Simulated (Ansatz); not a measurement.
# C2H7ClN2Si: the cost of one run

Method: RKS PBE0/def2-SVP, in Ansatz 0.2.0.

## (1) The starting structure

Bond lengths: C1–N2 1.278 Å, N2–C3 1.447 Å, C3–Si4 1.945 Å, Si4–N5 1.712 Å, Si4–Cl6 2.091 Å, C1–H7 1.075 Å, C1–H8 1.114 Å, C3–H9 1.105 Å, C3–H10 1.118 Å, Si4–H11 1.415 Å, N5–H12 0.996 Å, N5–H13 1.069 Å. Angles (14 of 19 angles, heavy atoms first): C1–N2–C3 111.8°, N2–C3–Si4 111.9°, C3–Si4–N5 108.5°, C3–Si4–Cl6 106.0°, N5–Si4–Cl6 107.4°, N2–C1–H7 125.6°, N2–C1–H8 115.3°, N2–C3–H9 111.7°, N2–C3–H10 115.0°, Si4–C3–H9 104.4°, Si4–C3–H10 108.4°, C3–Si4–H11 112.6°, N5–Si4–H11 113.2°, Cl6–Si4–H11 108.7°.

Structure file:

```xyz
13

C    -1.7818   -1.5598   -0.1911
N    -0.8810   -0.7050   -0.4933
C     0.1089   -0.5731    0.5544
Si    1.1007    1.0942    0.4087
N     1.2072    1.5209   -1.2455
Cl   -0.0701    2.5460    1.3552
H    -1.8637   -2.0762    0.7481
H    -2.6070   -1.6635   -0.9319
H     0.8826   -1.3593    0.4880
H    -0.2906   -0.6565    1.5950
H     2.3605    1.0364    1.0507
H     1.6448    0.7524   -1.7036
H     0.2098    1.6088   -1.6198
```

## (2) End point A

File input.yaml:

```yaml
crystal:
  periodic: [false, false, false]
  atoms:
    - { symbol: C, position_ang: [-1.7818, -1.5598, -0.1911] }
    - { symbol: "N", position_ang: [-0.881, -0.705, -0.4933] }
    - { symbol: C, position_ang: [0.1089, -0.5731, 0.5544] }
    - { symbol: Si, position_ang: [1.1007, 1.0942, 0.4087] }
    - { symbol: "N", position_ang: [1.2072, 1.5209, -1.2455] }
    - { symbol: Cl, position_ang: [-0.0701, 2.546, 1.3552] }
    - { symbol: H, position_ang: [-1.8637, -2.0762, 0.7481] }
    - { symbol: H, position_ang: [-2.607, -1.6635, -0.9319] }
    - { symbol: H, position_ang: [0.8826, -1.3593, 0.488] }
    - { symbol: H, position_ang: [-0.2906, -0.6565, 1.595] }
    - { symbol: H, position_ang: [2.3605, 1.0364, 1.0507] }
    - { symbol: H, position_ang: [1.6448, 0.7524, -1.7036] }
    - { symbol: H, position_ang: [0.2098, 1.6088, -1.6198] }
basis:
  gaussian: { orbitals: def2-SVP }
hamiltonian:
  xc: pbe0
relax:
  f_tol: 0.015
  max_steps: 40
```

Started as:

```sh
$ ansatz run input.yaml --threads 2 --pin off --max-ram 3072MiB --backend cpu --events-out ev --progress --plain --runs-dir out
```

**Question.** How long does this run take on 2 threads of AMD EPYC (Zen 3), shared host, and how much memory does it need?

About 4.2 min, with a peak of 0.33 GiB.
